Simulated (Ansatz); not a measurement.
# C2H8ClGa: the cost of one run

All numbers below are computed with Ansatz 0.2.0 (RKS B3LYP/def2-SVP).

**1. Starting point**

Bond lengths: Ga1–C3 2.014 Å, Ga1–Cl4 2.071 Å, Ga1–H5 1.776 Å, Ga1–C6 2.300 Å, C3–H7 1.095 Å, C3–H8 1.094 Å, C3–H9 1.091 Å, C6–H10 1.102 Å, C6–H11 1.106 Å, C6–H12 1.099 Å. Angles (14 of 18 angles, heavy atoms first): C3–Ga1–Cl4 128.0°, C3–Ga1–C6 120.2°, Cl4–Ga1–C6 109.4°, Ga1–C3–H7 109.5°, Ga1–C3–H8 109.6°, Ga1–C3–H9 110.8°, C3–Ga1–H5 116.7°, Cl4–Ga1–H5 111.6°, H5–Ga1–C6 37.7°, Ga1–C6–H10 113.7°, Ga1–C6–H11 107.9°, Ga1–C6–H12 118.3°, H7–C3–H8 108.3°, H7–C3–H9 109.4°.

As a file:

```xyz
12

Ga   -0.7256   -0.1499    0.2947
H    -0.1649    1.7858    0.1595
C     0.3392   -0.9214    1.8206
Cl   -2.7770   -0.2075    0.0129
H     0.0198    1.1894   -0.6021
C     0.3053    0.3537   -1.6983
H     0.0703   -1.9743    1.9586
H     0.1018   -0.3830    2.7430
H     1.4096   -0.8425    1.6245
H    -0.2777    1.0354   -2.3379
H     0.3469   -0.5716   -2.3027
H     1.3524    0.6859   -1.6729
```

**2. A restrained relaxation towards end A**

Springs on the bonds that form and break draw the guess towards this end; the thresholds are loose.

Input file input.yaml:

```yaml
crystal:
  periodic: [false, false, false]
  atoms:
    - { symbol: Ga, position_ang: [-0.7256, -0.1499, 0.2947] }
    - { symbol: H, position_ang: [-0.1649, 1.7858, 0.1595] }
    - { symbol: C, position_ang: [0.3392, -0.9214, 1.8206] }
    - { symbol: Cl, position_ang: [-2.777, -0.2075, 0.0129] }
    - { symbol: H, position_ang: [0.0198, 1.1894, -0.6021] }
    - { symbol: C, position_ang: [0.3053, 0.3537, -1.6983] }
    - { symbol: H, position_ang: [0.0703, -1.9743, 1.9586] }
    - { symbol: H, position_ang: [0.1018, -0.383, 2.743] }
    - { symbol: H, position_ang: [1.4096, -0.8425, 1.6245] }
    - { symbol: H, position_ang: [-0.2777, 1.0354, -2.3379] }
    - { symbol: H, position_ang: [0.3469, -0.5716, -2.3027] }
    - { symbol: H, position_ang: [1.3524, 0.6859, -1.6729] }
basis:
  gaussian: { orbitals: def2-SVP }
hamiltonian:
  xc: b3lyp
relax:
  f_tol: 0.15
  max_steps: 25
  restrain:
    - { distance: [0, 5], at: 3.28, k: 30.0 }
    - { distance: [4, 1], at: 1.92, k: 30.0 }
    - { distance: [0, 1], at: 1.53, k: 30.0 }
    - { distance: [4, 5], at: 1.07, k: 30.0 }
```

On the command line:

```
$ ansatz run input.yaml --threads 2 --pin off --max-ram 3072MiB --backend cpu --events-out ev --progress --plain --runs-dir out
```

**Question.** How long does this run take on 2 threads of Arm Neoverse V2, shared host, and how much memory does it need?

About 29 s, with a peak of 0.29 GiB.
